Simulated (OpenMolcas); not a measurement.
# Sn²⁺: RASSCF and RASPT2 terms and fine-structure levels

Wanted: the level scheme of Sn²⁺ from active-space wave functions, then second-order correlation under several settings.

Method: state-averaged RASSCF and RASPT2, spin-orbit coupling by RASSI with atomic mean-field integrals. Code: OpenMolcas 26.06.

## (1) Starting point

| Item | Value |
| --- | --- |
| Species | Sn²⁺ (tin, Z = 50, 48 electrons) |
| Basis | ANO-RCC-VTZP [7s6p4d2f1g], 68 functions |
| Scalar Hamiltonian | DKH2, point nucleus |
| Inactive shells | 1s 2s 2p 3s 3p 3d 4s 4p 4d |
| Active space | 2 electrons in 9 orbitals (RAS2 5s 5p; RAS3 5d, at most 2 electrons) |
| Some configurations of this space | 5p2, 5s 5p, 5s2 |
| Orbitals | optimised for each spin and parity, averaged over the low roots |

The outer shells:

5p2
```
5p [↑ ][↑ ][  ]
```

5s 5p
```
5s [↑ ]
5p [↑ ][  ][  ]
```

5s2
```
5s [↑↓]
```

The work runs as a chain of OpenMolcas steps in one folder; each step below is one input file. Labels, J, g values, rates, χT and fits are worked out afterwards by a script from the matrices that RASSI stores.

## (2) GATEWAY and SEWARD: basis and integrals

The input, a.inp:

```
&GATEWAY
Coord
1

Sn 0.0 0.0 0.0
Basis=ANO-RCC-VTZP
Group=XYZ
NoMove
AngMom=0.0 0.0 0.0
AMFI
&SEWARD
```

## (3) Start orbitals from a smaller active space

The input, a.inp:

```
&RASSCF
FileOrb=start.orb
Symmetry=1
Spin=3
nActEl=2 0 0
Inactive=14 9
Ras2=1 3
CIRoot=3 3 1
SDav=3
CIMx=300
Iter=120 100
PrWF=0.3
OrbListing=Nothing
MaxOrb=0
Atom
>>> COPY $Project.JobIph JOBPRE
```

## (4) Reference wave functions, triplets of even parity, 3 roots

The input, a.inp:

```
&RASSCF
FileOrb=start.orb
Symmetry=1
Spin=3
nActEl=2 0 2
Inactive=14 9
Ras2=1 3
Ras3=5 0
CIRoot=3 3 1
SDav=18
CIMx=300
Iter=120 100
PrWF=0.3
OrbListing=Nothing
MaxOrb=0
Thrs=2.0e-7 1.0e-1 5.0e-4
Atom
>>> COPY $Project.JobIph JOB001
```

## (5) RASSCF: singlets of even parity, 7 roots

The input, a.inp:

```
&RASSCF
FileOrb=start.orb
Symmetry=1
Spin=1
nActEl=2 0 2
Inactive=14 9
Ras2=1 3
Ras3=5 0
CIRoot=7 7 1
SDav=27
CIMx=300
Iter=120 100
PrWF=0.3
OrbListing=Nothing
MaxOrb=0
Thrs=2.0e-7 1.0e-1 5.0e-4
Atom
>>> COPY $Project.JobIph JOB002
```

## (6) Reference wave functions, triplets of odd parity, 3 roots

The input, a.inp:

```
&RASSCF
FileOrb=start.orb
Symmetry=2
Spin=3
nActEl=2 0 2
Inactive=14 9
Ras2=1 3
Ras3=5 0
CIRoot=3 3 1
SDav=18
CIMx=300
Iter=120 100
PrWF=0.3
OrbListing=Nothing
MaxOrb=0
Thrs=2.0e-7 1.0e-1 5.0e-4
Atom
>>> COPY $Project.JobIph JOB003
```

## (7) RASSCF: singlets of odd parity, 3 roots

a.inp, as its differences from that of step 6:

```diff
@@ -3,3 +3,3 @@
 Symmetry=2
-Spin=3
+Spin=1
 nActEl=2 0 2
@@ -17,2 +17,2 @@
 Atom
->>> COPY $Project.JobIph JOB003
+>>> COPY $Project.JobIph JOB004
```

## (8) RASSI: spin-orbit coupling between the states

The input, a.inp:

```
&RASSI
NrOfJobIphs=4 3 7 3 3
1 2 3
1 2 3 4 5 6 7
1 2 3
1 2 3
IphNames
JOB001
JOB002
JOB003
JOB004
EJob
SpinOrbit
DIPRint=1.0
SOCoupling=1000.0
Subsets=2
MEES
Property=10
'ANGMOM' 1 'ANGMOM' 2 'ANGMOM' 3 'MLTPL  1' 1 'MLTPL  1' 2 'MLTPL  1' 3
'AMFI' 1 'AMFI' 2 'AMFI' 3 'MLTPL  2' 6
SOProperty=3
'ANGMOM' 1 'ANGMOM' 2 'ANGMOM' 3
```

## (9) CASPT2: IPEA 0.25, imaginary shift 0.1 (closed shells correlated: 4d)

The input, a.inp:

```
>>> COPY JOB001 $Project.JobIph
&CASPT2
Multistate=3 1 2 3
Frozen=9 9
IPEA=0.25
Imaginary=0.1
MaxIter=60
WThr=0.0 0.3 0.05
PrWF=0.5
NoMix
>>> COPY JOB002 $Project.JobIph
&CASPT2
Multistate=7 1 2 3 4 5 6 7
Frozen=9 9
IPEA=0.25
Imaginary=0.1
MaxIter=60
WThr=0.0 0.3 0.05
PrWF=0.5
NoMix
>>> COPY JOB003 $Project.JobIph
&CASPT2
Multistate=3 1 2 3
Frozen=9 9
IPEA=0.25
Imaginary=0.1
MaxIter=60
WThr=0.0 0.3 0.05
PrWF=0.5
NoMix
>>> COPY JOB004 $Project.JobIph
&CASPT2
Multistate=3 1 2 3
Frozen=9 9
IPEA=0.25
Imaginary=0.1
MaxIter=60
WThr=0.0 0.3 0.05
PrWF=0.5
NoMix
```

## (10) CASPT2: IPEA 0, imaginary shift 0.1 (closed shells correlated: 4d)

a.inp, as its differences from that of step 9:

```diff
@@ -4,3 +4,3 @@
 Frozen=9 9
-IPEA=0.25
+IPEA=0.0
 Imaginary=0.1
@@ -14,3 +14,3 @@
 Frozen=9 9
-IPEA=0.25
+IPEA=0.0
 Imaginary=0.1
@@ -24,3 +24,3 @@
 Frozen=9 9
-IPEA=0.25
+IPEA=0.0
 Imaginary=0.1
@@ -34,3 +34,3 @@
 Frozen=9 9
-IPEA=0.25
+IPEA=0.0
 Imaginary=0.1
```

## (11) CASPT2: IPEA 0.25, imaginary shift 0.1 (closed shells correlated: 4d), extended multistate

The input, a.inp:

```
>>> COPY JOB001 $Project.JobIph
&CASPT2
XMultistate=3 1 2 3
Frozen=9 9
IPEA=0.25
Imaginary=0.1
MaxIter=60
WThr=0.0 0.3 0.05
PrWF=0.5
NoMix
>>> COPY JOB002 $Project.JobIph
&CASPT2
XMultistate=7 1 2 3 4 5 6 7
Frozen=9 9
IPEA=0.25
Imaginary=0.1
MaxIter=60
WThr=0.0 0.3 0.05
PrWF=0.5
NoMix
>>> COPY JOB003 $Project.JobIph
&CASPT2
XMultistate=3 1 2 3
Frozen=9 9
IPEA=0.25
Imaginary=0.1
MaxIter=60
WThr=0.0 0.3 0.05
PrWF=0.5
NoMix
>>> COPY JOB004 $Project.JobIph
&CASPT2
XMultistate=3 1 2 3
Frozen=9 9
IPEA=0.25
Imaginary=0.1
MaxIter=60
WThr=0.0 0.3 0.05
PrWF=0.5
NoMix
```

(Steps that only read results are left out.)

Before running it: what results should come out? Wanted: lowest level; first excited level; spin-orbit lowering of the lowest level; strongest of the lines computed, by gA, at RASSCF energies.

**Answer**, as computed:

| quantity | value |
| --- | --- |
| method | SS-RASPT2, IPEA 0.25, imaginary shift 0.1 (closed shells correlated: 4d) |
| lowest level | 5s2 1S0, 100 % of that term |
| ground level listed by NIST | 1S0 |
| first excited level | 5s 5p 3P* 0 at 53740 cm-1 |
| spin-orbit lowering of the lowest level | 5.1 cm-1 |
| strongest of the lines computed, by gA, at RASSCF energies | 5s 5p 1P* 1 → 5s2 1S0, 125.3 nm, A = 3.14e+09 s⁻¹ |

Cost and accuracy by method:

```tsv
method	time of its own steps	time with the reference	mean absolute difference from the measured levels (cm-1)
A. RASSCF	20 s	20 s	4500
B. SS-RASPT2, IPEA 0.25, imaginary shift 0.1, +4d	6.8 s	27 s	530
C. SS-RASPT2, IPEA 0, imaginary shift 0.1, +4d	6.8 s	27 s	580
D. XMS-RASPT2, IPEA 0.25, imaginary shift 0.1, +4d	6.3 s	26 s	670
```

Times are of one thread on a shared host.

In words: Method B lies closest to the measured levels (530 cm⁻¹ on average) and A farthest (4500). Only the configurations of the active space and the roots asked for are present. Not all states of the active space went into the spin-orbit step. CASPT2 does not keep the components of a term degenerate, and the means are used. The levels of the extra active shells were not computed. Levels of other configurations are missing from the list.
